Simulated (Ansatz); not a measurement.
# CH₃ClGeO: how energies converge with the basis set

An exercise on one series of results from a longer session: the logs are not shown, and one member is left open.

Method: one geometry, several basis sets; program: Ansatz 0.2.0, Gaussian basis.

Levels to be run: PBE0-D4/def2-SVP; ωB97M-V/def2-SVP; PBE0-D4/def2-QZVPP; ωB97M-V/def2-QZVPP; the functionals' def2-TZVPP values are taken from earlier runs.

**The relaxed structure**

All runs share one geometry, relaxed beforehand with PBE0-D4 in a triple-zeta def2 set.

SMILES `[Cl][GeH]1[CH2][O]1`, 7 atoms, charge 0, spin multiplicity 1.

Atoms are counted from 1 here; the program's logs count them from 0.

Bond lengths: Cl1–Ge2 2.132 Å, Ge2–C3 1.889 Å, Ge2–O4 1.812 Å, Ge2–H5 1.520 Å, C3–O4 1.439 Å, C3–H6 1.090 Å, C3–H7 1.090 Å. Angles: Cl1–Ge2–C3 119.7°, Cl1–Ge2–O4 112.9°, Cl1–Ge2–H5 110.7°, C3–Ge2–O4 45.7°, C3–Ge2–H5 129.6°, O4–Ge2–H5 114.5°, Ge2–C3–O4 64.3°, Ge2–C3–H6 121.0°, Ge2–C3–H7 117.9°, O4–C3–H6 115.1°, O4–C3–H7 114.9°, H6–C3–H7 114.0°, Ge2–O4–C3 70.0°.

The first run:

Input file in.yaml:

```yaml
crystal:
  periodic: [false, false, false]
  atoms:
    - {symbol: Cl, position_ang: [-2.578169, 0.083510, -0.235320]}
    - {symbol: Ge, position_ang: [-0.496962, 0.353667, -0.608964]}
    - {symbol: C, position_ang: [0.762941, -0.164430, 0.699459]}
    - {symbol: O, position_ang: [0.472990, -1.147661, -0.310186]}
    - {symbol: H, position_ang: [-0.273498, 0.987509, -1.972303]}
    - {symbol: H, position_ang: [1.779955, 0.226291, 0.685756]}
    - {symbol: H, position_ang: [0.393944, -0.406885, 1.695756]}
basis:
  gaussian: {orbitals: def2-SVP}
hamiltonian: {xc: pbe0, dispersion: d4}
output: {orbitals: {seedname: orbitals}}
```

Run with:

```
$ ansatz run in.yaml --threads 2 --pin off --events-out ev --progress --plain --max-ram 4352MiB
```

Among the steps run: PBE0-D4 in def2-SVP; ωB97M-V in def2-SVP; PBE0-D4 in def2-QZVPP; ωB97M-V in def2-QZVPP.

One table of the session follows, with a row left open; its other results are not shown here.

It belongs to the step «Density functionals: the series». 

```
functional       basis  HOMO (eV)
   PBE0-D4    def2-SVP      -7.41
   PBE0-D4  def2-TZVPP      -7.49
   PBE0-D4  def2-QZVPP      -7.52
   ωB97M-V    def2-SVP      -9.54
   ωB97M-V  def2-TZVPP          ?
   ωB97M-V  def2-QZVPP      -9.69
```

Q: Estimate the row for ωB97M-V, def2-TZVPP from the others.

As computed: HOMO (eV): -9.65. In the column «HOMO (eV)» it lies between ωB97M-V, def2-QZVPP (-9.69) and ωB97M-V, def2-SVP (-9.54).
